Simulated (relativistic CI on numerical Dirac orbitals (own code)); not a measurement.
# Fe⁺: M2,3 absorption multiplets

Aim: the M2,3 absorption spectrum of Fe⁺ in 5 surroundings, from the same atomic integrals.

The numbers are computed with relativistic CI on numerical Dirac orbitals (own code) version 1 (Dirac-Coulomb-Breit CI, KLI orbitals optimised for each configuration, model QED (radiative potential, 1s self-energy scaled to tabulated hydrogen-like ionisation energies), valence Slater integrals scaled by 0.8, multiplet model of core-to-valence dipole absorption), except any that are marked as measured or tabulated.

## 1. The system

| Property | Result |
| --- | --- |
| ion | Fe⁺ (Fe II) |
| nuclear charge | 26 |
| electrons | 25 |
| configurations | [Ar] 3d7 → [Ne] 3s2 3p5 3d8 |
| magnetising field for the dichroism, Lz and Sz | exchange field 10 meV on Sz; these come from the lowest magnetised state alone (0 K) |
| temperature of the isotropic spectrum | 300 K |
| widths | Lorentz 0.8 eV, Gauss 0.3 eV |
| surrounding 1 | free ion |
| surrounding 2 | Td, 10Dq = -1050 cm⁻¹ |
| surrounding 3 | Td, 10Dq = -2400 cm⁻¹ |
| surrounding 4 | Td, 10Dq = -3700 cm⁻¹ |
| surrounding 5 | Td, 10Dq = -5050 cm⁻¹ |

## 2. Surrounding 1: free ion

The run's settings:

```ini
atom Fe  Z=26  charge=1  electrons=25
nucleus A=56  rms_radius_fm=3.7377
hamiltonian dirac-coulomb  breit=on  qed=on  c_scale=1
orbitals kli  potential=per-configuration
slater_scale 0.8
correlation none
mixing on
configurations
  [Ar] 3d7
  [Ne] 3s2 3p5 3d8
end
absorption M2,3 T=300 lorentz=0.8 gauss=0.3
crystal_field free
```

## 3. Surrounding 2: Td, 10Dq = -1050

The settings differ from step 2 so:

```diff
@@ -12,2 +12,2 @@
 absorption M2,3 T=300 lorentz=0.8 gauss=0.3
-crystal_field free
+crystal_field Td 10Dq=-1050
```

## 4. Surrounding 3: Td, 10Dq = -2400

The settings differ from step 3 so:

```diff
@@ -12,2 +12,2 @@
 absorption M2,3 T=300 lorentz=0.8 gauss=0.3
-crystal_field Td 10Dq=-1050
+crystal_field Td 10Dq=-2400
```

## 5. Surrounding 4: Td, 10Dq = -3700

The settings differ from step 4 so:

```diff
@@ -12,2 +12,2 @@
 absorption M2,3 T=300 lorentz=0.8 gauss=0.3
-crystal_field Td 10Dq=-2400
+crystal_field Td 10Dq=-3700
```

## 6. Surrounding 5: Td, 10Dq = -5050

The settings differ from step 5 so:

```diff
@@ -12,2 +12,2 @@
 absorption M2,3 T=300 lorentz=0.8 gauss=0.3
-crystal_field Td 10Dq=-3700
+crystal_field Td 10Dq=-5050
```

(Steps that only read results are left out.)

Q: Predict the outcome of this session. Wanted: highest peak, first run; ground spin; core spin-orbit splitting.

The runs gave:

| surrounding | ground S | Lz (0 K) | Sz (0 K) | centroid (eV) | share of the lower edge | up to four highest peaks (% of the highest), eV |
| --- | --- | --- | --- | --- | --- | --- |
| 1: free | 1.50 | -3.00 | -1.50 | 58.06 | - | 53.2 (19), 57.5 (100), 60.3 (78) |
| 2: Td | 1.50 | -1.06 | -1.45 | 58.19 | - | 53.5 (17), 57.7 (100), 60.4 (76) |
| 3: Td | 1.50 | -0.54 | -1.49 | 58.32 | - | 53.9 (16), 58.0 (100), 60.5 (66) |
| 4: Td | 1.50 | -0.36 | -1.49 | 58.41 | - | 54.3 (16), 58.2 (100), 60.7 (57) |
| 5: Td | 1.50 | -0.27 | -1.50 | 58.49 | - | 54.7 (18), 58.4 (100), 60.9 (48) |

```
                                 quantity    value
                  highest peak, first run  57.5 eV
      ground spin (effective S from ⟨S²⟩)     1.50
core spin-orbit splitting (without Breit)  1.49 eV
```

What this shows: The position of the maximum differs by up to 0.9 eV between the surroundings, by shifts of peaks or by peaks exchanging rank. Edge positions are free-ion values and differ from those in solids by a few eV or more.
